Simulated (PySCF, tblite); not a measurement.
# C3H4F3OS radical: geometry, infrared bands and EPR parameters

Wanted: the infrared bands and EPR parameters of C3H4F3OS radical (`CO[C@@H]([S])C(F)(F)F`), by calculation.

The runs use tblite 0.8.0 and PySCF 2.14.0, with density-fitted response routines of our own; the level of theory stands in each step. All values are computed, except where a source is named. Atoms count from 0, in the outputs and in this text.

### Step 1. Starting geometry

12 atoms, charge 0, multiplicity 2; geometry from: force field or distance geometry start.

Bonds of the start (Å): C0–O1 1.41, O1–C2 1.46, C2–S3 1.84, C2–C4 1.55, C4–F5 1.38, C4–F6 1.36, C4–F7 1.35, C0–H8 1.09, C0–H9 1.10, C0–H10 1.10, C2–H11 1.10.

### Step 2. Relaxing the molecule with GFN2-xTB

The job: settings as JSON, then the geometry in Å.

```
{"job": {"kind": "relax", "xc": "GFN2-xTB", "basis": "xTB"}, "charge": 0, "multiplicity": 2}
C     -1.897900    -0.253400    -0.109600
O     -0.574000    -0.636300    -0.394900
C      0.414100     0.065800     0.419900
S      0.565600    -0.766700     2.058200
C      1.740300     0.187000    -0.375600
F      1.515300     0.842600    -1.565900
F      2.677400     0.933700     0.263100
F      2.316600    -0.992000    -0.702900
H     -2.563200    -0.820200    -0.769100
H     -2.050600     0.813500    -0.313100
H     -2.191900    -0.473700     0.922400
H      0.049400     1.099000     0.541600
```

Launch:

```
> OMP_NUM_THREADS=1 python probes_run.py task.json out
```

The driver reads the jobs from task.json and runs them one after another.

**Question.** This job is followed by: GFN2-xTB harmonic vibrations, gas phase; UKS B3LYP, pcH-1 on C F H O S, non-relativistic, mean-field spin-orbit, GIAO. What will the session give for the following? strongest single infrared mode (GFN2-xTB); zero-point energy (GFN2-xTB); g(iso) (B3LYP); ⟨S²⟩; largest a(iso) (averaged by class); potential on the surface of density 0.002 e/bohr³, 1st and 99th percentile; property runs in this session.

The runs gave:

```
                                                                  quantity                                            value
                                 strongest single infrared mode (GFN2-xTB)                            1114 cm⁻¹, 303 km/mol
                                              zero-point energy (GFN2-xTB)                                    44.9 kcal/mol
                                                            g(iso) (B3LYP)                                          2.11630
                                                                      ⟨S²⟩                               0.753 (exact 0.75)
                                        largest a(iso) (averaged by class)                              1H on H11, 70.9 MHz
potential on the surface of density 0.002 e/bohr³, 1st and 99th percentile                               -0.97 V and 1.51 V
                                             property runs in this session  1, of which 0 failed and 1 gave unsound results
```

What this shows: Over 66 steps the energy fell by 0.240 eV; of the close pairs, O1–C2 changed most, 1.461 to 1.376 Å. No mode is imaginary among the 30: a minimum at this level. The strongest single mode, at 1114 cm⁻¹, is carried by O1, C4, C0, C2. Unscaled tight-binding wavenumbers are off by several per cent, some by more. Its intensities can rank the bands wrongly. Most of the unpaired spin sits on S3 (0.98 e). The isotropic g lies 114.0 ppt above the free-electron value. These values are not to be trusted: the run shows nearly degenerate orbitals, where second-order g theory doesn't apply. The conformer search found further structures of the same energy, which may be mirror or relabelled copies of this one.
